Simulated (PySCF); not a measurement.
# A diatomic session: LiHg+

Aim: find the lowest electronic state of LiHg+, scan its bond at several levels of theory, and get bond length, wavenumber and dissociation energy from each curve.

Computed with PySCF 2.14.0. Level: Li cc-pVDZ, Hg cc-pVDZ-PP with ECP60, scalar-relativistic core potentials.

## (1) Input

Settings of the job:

```yaml
atoms: Li, Hg
charge: 1
basis: Li cc-pVDZ, Hg cc-pVDZ-PP with ECP60
Hamiltonian: scalar-relativistic core potentials
basis_functions: 52
electrons_treated: 22
masses_in_u: 7.0160, 201.9706
levels: PBE0, PBE, r²SCAN, M06-2X, MN15, PBEsol, CAM-B3LYP, HF, MP2, SCS-MP2, CCSD, CCSD(T)
grid: 80 radial by 434 angular points
occupations: held fixed by the projection of orbital angular momentum
dissociation_limit: Li+ + Hg, each in its ground configuration
starting_distance_in_angstrom: 2.760
values_of_2S_to_try: 0, 2
```

Command:

```sh
$ OMP_NUM_THREADS=1 python dia.py task.json out
```

The runs that follow: The PBE0 curve of the state that the search chose; Excited determinants; PBE (GGA); r²SCAN (meta-GGA); M06-2X; MN15 (hybrid meta-GGA); PBEsol; CAM-B3LYP; RHF (mean field); Correlated methods on the Hartree–Fock reference.

What does the calculation give? Wanted: for each run, Re; ωe; De; μ.

As calculated:

Lowest PBE0 solution found, without spin–orbit coupling: ¹Σ⁺ (singlet), closed shell. State 2 has its PBE0 minimum 4.15 eV higher. The other levels ran on the lowest alone.

```tsv
level	Re (Å)	ωe (cm⁻¹)	De (eV)	μ (D)
RHF	2.795	239.0	0.56	-9.26
RHF-MP2	2.695	246.9	0.52	n/a
RHF-SCS-MP2	2.707	244.6	0.52	n/a
RHF-CCSD	2.725	246.7	0.56	n/a
RHF-CCSD(T)	2.723	247.9	0.56	n/a
PBE	2.702	250.6	0.54	-9.38
PBEsol	2.687	251.0	0.54	-9.34
r²SCAN	2.715	243.4	0.51	-9.43
PBE0	2.703	252.8	0.55	-9.26
MN15	2.741	238.5	0.52	-9.67
M06-2X	2.720	238.6	0.53	-9.35
CAM-B3LYP	2.689	257.0	0.56	-9.18
```

De is counted to Li+ + Hg in their ground configurations. A positive dipole points from Li to Hg; in an ion it is taken about the centre of mass and does not tell which atom is negative.

The methods spread over 0.108 Å in bond length, from PBEsol to RHF. CCSD(T) can't serve as the judge here: for a weak bond in this basis it is far from its limit. Among the levels with a De in the table, it runs from 0.51 eV (r²SCAN) to 0.56 eV (CAM-B3LYP).

Spin–orbit coupling is left out.
